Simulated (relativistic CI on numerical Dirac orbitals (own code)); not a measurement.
# Mo⁴⁺: 4p photoemission multiplets

Aim: the 4p photoemission spectrum of Mo⁴⁺ in 3 surroundings, from the same atomic integrals.

The numbers are computed with relativistic CI on numerical Dirac orbitals (own code) version 1 (Dirac-Coulomb-Breit CI, KLI orbitals optimised for each configuration, model QED (radiative potential, 1s self-energy scaled to tabulated hydrogen-like ionisation energies), multiplet model of photoemission in the sudden approximation in a parametric crystal field), except any that are marked as measured or tabulated.

### Step 1. Starting point

| Quantity | Value |
| --- | --- |
| ion | Mo⁴⁺ (Mo V) |
| nuclear charge | 42 |
| electrons | 38 |
| configurations | [Kr] 4d2 → [Ar] 3d10 4s2 4p5 4d2 |
| temperature | 300 K |
| widths | Lorentz 0.84 eV, Gauss 0.6 eV |
| surrounding 1 | Oh, 10Dq = 45550 cm⁻¹ |
| surrounding 2 | Oh, 10Dq = 58300 cm⁻¹ |
| surrounding 3 | Oh, 10Dq = 71050 cm⁻¹ |

### Step 2. Surrounding 1: Oh, 10Dq = 45550

The run's settings:

```ini
atom Mo  Z=42  charge=4  electrons=38
nucleus A=98  rms_radius_fm=4.4091
hamiltonian dirac-coulomb  breit=on  qed=on  c_scale=1
orbitals kli  potential=per-configuration
slater_scale 1
correlation none
mixing on
configurations
  [Kr] 4d2
  [Ar] 3d10 4s2 4p5 4d2
end
photoemission 4p T=300 lorentz=0.84 gauss=0.6
crystal_field Oh 10Dq=45550
```

### Step 3. Surrounding 2: Oh, 10Dq = 58300

Changes to the settings of step 2:

```diff
@@ -12,2 +12,2 @@
 photoemission 4p T=300 lorentz=0.84 gauss=0.6
-crystal_field Oh 10Dq=45550
+crystal_field Oh 10Dq=58300
```

### Step 4. Surrounding 3: Oh, 10Dq = 71050

Changes to the settings of step 3:

```diff
@@ -12,2 +12,2 @@
 photoemission 4p T=300 lorentz=0.84 gauss=0.6
-crystal_field Oh 10Dq=58300
+crystal_field Oh 10Dq=71050
```

(Steps that only read results are left out.)

**Question.** What will these runs give? Wanted: highest peak, first run; ground spin.

The runs gave:

| surrounding | ground S | centroid (eV) | spread (eV) | up to four highest peaks (% of the highest), eV |
| --- | --- | --- | --- | --- |
| 1: Oh | 1.00 | 93.01 | 5.00 | 88.6 (67), 91.0 (100), 95.4 (26), 96.2 (24) |
| 2: Oh | 1.00 | 93.01 | 5.00 | 88.6 (68), 90.2 (82), 91.1 (100), 97.5 (26) |
| 3: Oh | 1.00 | 93.01 | 4.99 | 88.6 (69), 90.1 (82), 91.1 (100), 98.3 (29) |

| quantity | value |
| --- | --- |
| highest peak, first run | 91.0 eV |
| ground spin (effective S from ⟨S²⟩) | 1.00 |

What this shows: The highest peak stays in place, within the step of the energy grid, in all surroundings. Energies are those of the free ion without screening by ligands; binding energies in solids differ by tens of eV.
